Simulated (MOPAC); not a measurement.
# AM1(2 orbitals) (COSMO dmso, active occupied 1, ci CISDT, root 1) run of CH8BNSi2 (SMILES BN1[SiH2]C[SiH2]1)

Wanted: a geometry optimisation of CH8BNSi2. 

Program for the calculation: MOPAC 23.2.5.

5 further runs of the same task are left out: 4 that didn't finish, 1 set aside as unsound or not needed.

**1. The system as given**

CH8BNSi2: 13 atoms, total charge 0, spin state singlet. As SMILES, `BN1[SiH2]C[SiH2]1`. The run starts from this shape.

Bond lengths: B1–N2 1.526 Å, N2–Si3 1.799 Å, Si3–C4 1.858 Å, N2–Si5 1.801 Å, C4–Si5 1.859 Å, B1–H6 1.182 Å, B1–H7 1.183 Å, Si3–H8 1.468 Å, Si3–H9 1.475 Å, C4–H10 1.110 Å, C4–H11 1.109 Å, Si5–H12 1.469 Å, Si5–H13 1.473 Å. Some angles: B1–N2–Si3 110.3°, B1–N2–Si5 112.1°, Si3–N2–Si5 91.5°, N2–Si3–C4 87.1°, Si3–C4–Si5 87.8°, N2–Si5–C4 87.0°, N2–B1–H6 119.6°, N2–B1–H7 121.7°, N2–Si3–H8 117.5°, N2–Si3–H9 108.4°.

**2. A geometry optimisation at AM1(2 orbitals) (COSMO dmso, active occupied 1, ci CISDT, root 1)**

Input file job.mop:

```
AM1 CISDT GNORM=0.05 LBFGS EPS=46.8 C.I.=(2,1) CYCLES=200 MECI AUX(PRECISION=9) THREADS=1


B   0.98918 1  0.04871 1  0.04492 1
N   2.50487 1  0.08423 1 -0.12895 1
Si  3.27644 1 -1.21144 1  0.85167 1
C   4.49058 1  0.07414 1  1.42191 1
Si  3.27113 1  1.36694 1  0.87572 1
H   0.36491 1 -0.82407 1 -0.45059 1
H   0.40890 1  0.90587 1  0.61755 1
H   3.85251 1 -2.35464 1  0.13235 1
H   2.37914 1 -1.54230 1  1.97507 1
H   5.32205 1  0.08177 1  0.68723 1
H   4.84125 1  0.06571 1  2.47388 1
H   3.84940 1  2.51675 1  0.16683 1
H   2.37663 1  1.67980 1  2.00372 1
```

The run is started by

```sh
obabel -:"BN1[SiH2]C[SiH2]1" --gen3d -omop -xk "AM1 CISDT GNORM=0.05 LBFGS EPS=46.8 C.I.=(2,1) CYCLES=200 MECI AUX(PRECISION=9) THREADS=1" -O job.mop
mopac job.mop
```

**Question.** What will come out? Wanted: dipole moment; HOMO energy; LUMO energy; HOMO–LUMO gap; heat of formation; lowest excitation energy within this active space.

Answer, from the run:

At AM1(2 orbitals) (COSMO dmso, active occupied 1, ci CISDT, root 1):

```
                                         quantity           value
                                    dipole moment          2.27 D
                                      HOMO energy       -10.40 eV
                                      LUMO energy         0.81 eV
                                    HOMO–LUMO gap        11.21 eV
                                heat of formation  -47.0 kcal/mol
lowest excitation energy within this active space         5.64 eV
```

At the final geometry: Bond lengths: B1–N2 1.327 Å, N2–Si3 1.752 Å, Si3–C4 1.859 Å, N2–Si5 1.754 Å, C4–Si5 1.859 Å, B1–H6 1.203 Å, B1–H7 1.203 Å, Si3–H8 1.459 Å, Si3–H9 1.460 Å, C4–H10 1.108 Å, C4–H11 1.107 Å, Si5–H12 1.459 Å, Si5–H13 1.460 Å. Some angles: B1–N2–Si3 132.1°, B1–N2–Si5 131.8°, Si3–N2–Si5 96.0°, N2–Si3–C4 87.5°, Si3–C4–Si5 89.0°, N2–Si5–C4 87.5°, N2–B1–H6 121.3°, N2–B1–H7 121.3°, N2–Si3–H8 115.7°, N2–Si3–H9 115.9°. The optimisation stopped short of its gradient threshold. The optimisation took 56 steps and changed the energy by -1.625 eV.
